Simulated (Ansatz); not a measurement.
# CH3F2SSi: the cost of one run

All numbers are computed with the Python package of Ansatz 0.2.0. Level of theory: CAM-B3LYP/def2-SVP.

**1. The structure**

Bond lengths: C1–Si2 1.815 Å, Si2–F3 1.571 Å, Si2–F4 1.596 Å, Si2–S5 2.123 Å, C1–H6 1.041 Å, C1–H7 1.104 Å, C1–H8 1.135 Å. Angles: C1–Si2–F3 107.0°, C1–Si2–F4 112.1°, C1–Si2–S5 112.4°, F3–Si2–F4 107.2°, F3–Si2–S5 109.8°, F4–Si2–S5 108.2°, Si2–C1–H6 114.7°, Si2–C1–H7 111.8°, Si2–C1–H8 108.2°, H6–C1–H7 110.1°, H6–C1–H8 107.0°, H7–C1–H8 104.5°.

The script holds or builds the structure itself.

**2. The script**

ch3f2ssi.py

```python
"""Geometry optimisation of CH3F2SSi."""

import ansatz
import numpy as np

GEOMETRY = """
C    -0.76440   -0.33990    0.51820
Si    0.69340    0.13600   -0.45250
F     1.94510   -0.49830    0.25490
F     0.64360   -0.44890   -1.93610
S     0.92960    2.24170   -0.57830
H    -0.93880   -1.36480    0.56570
H    -0.73780    0.08750    1.53580
H    -1.67860    0.12960    0.03650
"""


def main() -> None:
    ch3f2ssi = ansatz.Crystal.molecule()
    for line in GEOMETRY.strip().splitlines():
        symbol, *xyz = line.split()
        ch3f2ssi = ch3f2ssi.atom(symbol, [float(v) for v in xyz])

    setup = ch3f2ssi.calculation()
    setup = setup.basis(gaussian="def2-SVP")
    setup = setup.functional("cam_b3lyp").spin("collinear", total=1)
    symbols = [site.symbol for site in ch3f2ssi.cartesian_sites]
    start = np.array([site.position_ang for site in ch3f2ssi.cartesian_sites], dtype=float)
    summary = setup.relax(force_tolerance=0.01).run(threads=1).report
    end = np.array(summary["positions_ang"])

    for key in ("converged", "free_energy_ev", "reference_energy_ev", "n_frozen", "n_occupied", "n_virtual"):
        print(f"{key:22s} {summary[key]}")

    print("final positions (A) and the move of each atom")
    for symbol, xyz, old in zip(symbols, end, start):
        print(f"{symbol:2s} {xyz[0]:10.5f} {xyz[1]:10.5f} {xyz[2]:10.5f}   {np.linalg.norm(xyz - old):7.4f}")

    charges = summary["charge_distribution"]
    print("dipole moment", round(4.803205 * float(np.linalg.norm(charges["dipole_moment_e_ang"])), 3), "D")
    print("Mulliken:", [(s, round(q, 3)) for s, q in zip(symbols, charges["mulliken_charges_e"])])
    with open("ch3f2ssi_opt.xyz", "w") as handle:
        handle.write(f"{len(symbols)}\nrelaxed CH3F2SSi\n")
        handle.writelines(f"{s:2s} {x:11.6f} {y:11.6f} {z:11.6f}\n" for s, (x, y, z) in zip(symbols, end))


if __name__ == "__main__":
    main()
```

**3. The calls as engine input**

The engine receives this input:

```yaml
crystal:
  periodic: [false, false, false]
  atoms:
    - { symbol: C, position_ang: [-0.7644, -0.3399, 0.5182] }
    - { symbol: Si, position_ang: [0.6934, 0.136, -0.4525] }
    - { symbol: F, position_ang: [1.9451, -0.4983, 0.2549] }
    - { symbol: F, position_ang: [0.6436, -0.4489, -1.9361] }
    - { symbol: S, position_ang: [0.9296, 2.2417, -0.5783] }
    - { symbol: H, position_ang: [-0.9388, -1.3648, 0.5657] }
    - { symbol: H, position_ang: [-0.7378, 0.0875, 1.5358] }
    - { symbol: H, position_ang: [-1.6786, 0.1296, 0.0365] }
basis:
  gaussian:
    orbitals: def2-SVP
hamiltonian:
  xc: cam_b3lyp
magnetization:
  spin_polarized: true
  initial_magnetization: 1.0
relax:
  f_tol: 0.01
```

**4. Running it**

On the command line:

```
> python ch3f2ssi.py
```

What time and memory should one allow on 1 thread of Intel Xeon 6975P-C (Granite Rapids), shared host?

About 81 s, with a peak of 0.43 GiB.
